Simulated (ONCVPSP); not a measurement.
# Sc: generating and testing an ONCV potential

Aim: build the potential from the settings below, then test how well it stands in for the atom: other configurations, scattering, ghost states and the plane-wave cutoff that it needs.

Method: ONCVPSP 4.0.1, LDA (Perdew-Wang 92), scalar-relativistic.

1 further run of the same task is left out (it didn't finish).

### Step 1. Settings

Typed settings, in words:

| Quantity | Value |
| --- | --- |
| element | scandium (Sc, Z = 21) |
| type | optimised norm-conserving Vanderbilt (ONCV) |
| frozen core | [Ar] |
| valence charge | 3 |
| reference configuration | 3d1 4s2 |
| partial waves | 4s: rc 3.25 bohr, ncon 5, nbas 8, qcut 2.2 1/bohr, 2 projectors, debl 3.9 Ha; p scattering state at 0.31 Ha: rc 2.50 bohr, ncon 4, nbas 8, qcut 3.3 1/bohr, 2 projectors, debl 3.4 Ha; 3d: rc 2.40 bohr, ncon 5, nbas 10, qcut 6.6 1/bohr, 2 projectors, debl 0.6 Ha |
| local potential | polynomial inside 2.05 bohr (lpopt 5, dvloc0 0 Ha) |
| core correction | Teter function, fcfact 4, rcfact 1.6 |

The outer shells as boxes (Hund's rule for the drawing; the calculation is spin-unpolarised):

```
[Ar] core
3d [↑ ][  ][  ][  ][  ]
4s [↑↓]
```

### Step 2. The generation run

The input, Sc.dat:

```
# ATOM AND REFERENCE CONFIGURATION
# atsym  z   nc   nv     iexc    psfile
  Sc 21.00    5    2  -001012      upf
#
#   n    l    f
    1    0    2.00
    2    0    2.00
    2    1    6.00
    3    0    2.00
    3    1    6.00
    3    2    1.00
    4    0    2.00
#
# PSEUDOPOTENTIAL AND OPTIMIZATION
# lmax
    2
#
#   l,   rc,      ep,       ncon, nbas, qcut
    0    3.25    0.00    5    8    2.20
    1    2.50    0.31    4    8    3.30
    2    2.40    0.00    5   10    6.60
#
# LOCAL POTENTIAL
# lloc, lpopt,  rc(5),   dvloc0
    4    5    2.05    0.00
#
# VANDERBILT-KLEINMAN-BYLANDER PROJECTORs
# l, nproj, debl
    0    2    3.90
    1    2    3.40
    2    2    0.60
#
# MODEL CORE CHARGE
# icmod, fcfact, rcfact
    3    4.00    1.60
#
# LOG DERIVATIVE ANALYSIS
# epsh1, epsh2, depsh
   -2.00    5.00    0.02
#
# OUTPUT GRID
# rlmax, drl
    6.00    0.01
#
# TEST CONFIGURATIONS
# ncnf
    4
# nvcnf
#   n    l    f
    2
    3    2    1.00
    4    0    1.00
#
    2
    3    2    1.00
    4    0    0.00
#
    2
    3    2    1.00
    4    0    1.50
#
    2
    3    2    0.00
    4    0    2.00
#
```

The run is started by

```console
oncvpsp.x < Sc.dat > Sc.out
```

Before running it: what results should come out? Wanted: cutoffs for 1 and 0.1 mHa per electron, occupied waves; bound ghosts; GHOST(+) flags; largest test error; largest phase difference near zero energy, channels read; rms error of d²Exc/dn², without and with the model core.

The runs gave:

| quantity | value |
| --- | --- |
| cutoffs for 1 and 0.1 mHa per electron, occupied waves | 17 Ha and 19 Ha |
| bound ghosts | none found |
| GHOST(+) flags | s at 85 eV, p at 120 eV |
| largest test error (AE − PS) | -297 meV, for 3d1 4s0 |
| largest phase difference near zero energy, channels read | 0.062 rad |
| rms error of d²Exc/dn², without and with the model core | 34.67 and 17.98 mHa |

**Reading.** By total energies transferability is poor: the largest error is 297 meV on 20.0 eV, for 3d1 4s0. It counts as soft on the atom at that tolerance, with 17 Ha needed at the looser tolerance. At the looser tolerance the 3d wave is the slowest; 4s needs 2 Ha. It is free of bound ghosts as far as tested. Of the channels read, p scatters worst near zero energy, by up to 0.06 rad. The program also flags highly localised states, GHOST(+) (s, p). These are tests on the free atom; a crystal test is still owed.
